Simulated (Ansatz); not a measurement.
# FH3NOPSn: small, medium and large basis sets

Aim: see how fast density functionals converge with the basis set for FH3NOPSn.

Program: Ansatz 0.2.0, Gaussian basis. Level of theory: one geometry, several basis sets. These are calculated values, not measurements.

The runs, in order: PBE0-D4/def2-SVP; ωB97M-V/def2-SVP; PBE0-D4/def2-QZVPP; ωB97M-V/def2-QZVPP; the functionals' def2-TZVPP values are taken from earlier runs.

## (1) Structure used throughout

The geometry comes from an earlier relaxation with PBE0-D4 in a triple-zeta def2 set; it is a stationary point, not always the lowest conformer. Sn takes the def2 core potential; no spin-orbit term is included.

SMILES `[F][SnH]1[NH]P[O]1`, 8 atoms, charge 0, spin multiplicity 1.

Atoms are counted from 1 here; the program's logs count them from 0.

Bond lengths: F1–Sn2 1.911 Å, Sn2–N3 2.021 Å, Sn2–O5 1.985 Å, Sn2–H6 1.692 Å, N3–P4 1.741 Å, N3–H7 1.011 Å, P4–O5 1.657 Å, P4–H8 1.433 Å. Angles: F1–Sn2–N3 112.2°, F1–Sn2–O5 110.0°, F1–Sn2–H6 105.3°, N3–Sn2–O5 76.4°, N3–Sn2–H6 129.4°, O5–Sn2–H6 120.8°, Sn2–N3–P4 93.0°, Sn2–N3–H7 121.5°, P4–N3–H7 116.7°, N3–P4–O5 93.6°, N3–P4–H8 97.3°, O5–P4–H8 97.5°, Sn2–O5–P4 97.0°.

## (2) PBE0-D4 in def2-SVP

Input file in.yaml:

```yaml
crystal:
  periodic: [false, false, false]
  atoms:
    - {symbol: F, position_ang: [-1.039178, 2.102811, -0.795894]}
    - {symbol: Sn, position_ang: [-0.222379, 0.939310, 0.480983]}
    - {symbol: N, position_ang: [1.084130, -0.340953, -0.379092]}
    - {symbol: P, position_ang: [0.006751, -1.697610, -0.210076]}
    - {symbol: O, position_ang: [-1.177514, -0.800671, 0.523442]}
    - {symbol: H, position_ang: [-0.049575, 1.868340, 1.884322]}
    - {symbol: H, position_ang: [2.022361, -0.458633, -0.021544]}
    - {symbol: H, position_ang: [-0.532298, -1.669794, -1.537940]}
basis:
  gaussian: {orbitals: def2-SVP}
hamiltonian: {xc: pbe0, dispersion: d4}
output: {orbitals: {seedname: orbitals}}
```

After this run come: ωB97M-V in def2-SVP; PBE0-D4 in def2-QZVPP; ωB97M-V in def2-QZVPP.

**Question.** What will the summary of the whole plan be? Wanted: PBE0-D4: double and triple zeta above quadruple; ωB97M-V: double and triple zeta above quadruple.

**Answer**, as computed:

| quantity | value |
| --- | --- |
| PBE0-D4: double and triple zeta above quadruple | 12.70, 0.77 eV |
| ωB97M-V: double and triple zeta above quadruple | 12.83, 0.72 eV |

For PBE0-D4 the step from double to triple zeta gains 11.93 eV and the next only 0.77 eV. These are total energies; as a rule much of such shifts cancels in differences, which this series doesn't test. The LUMO of ωB97M-V is positive and keeps falling with the basis (0.64 to 0.04 eV): an unbound level that the basis holds in place.
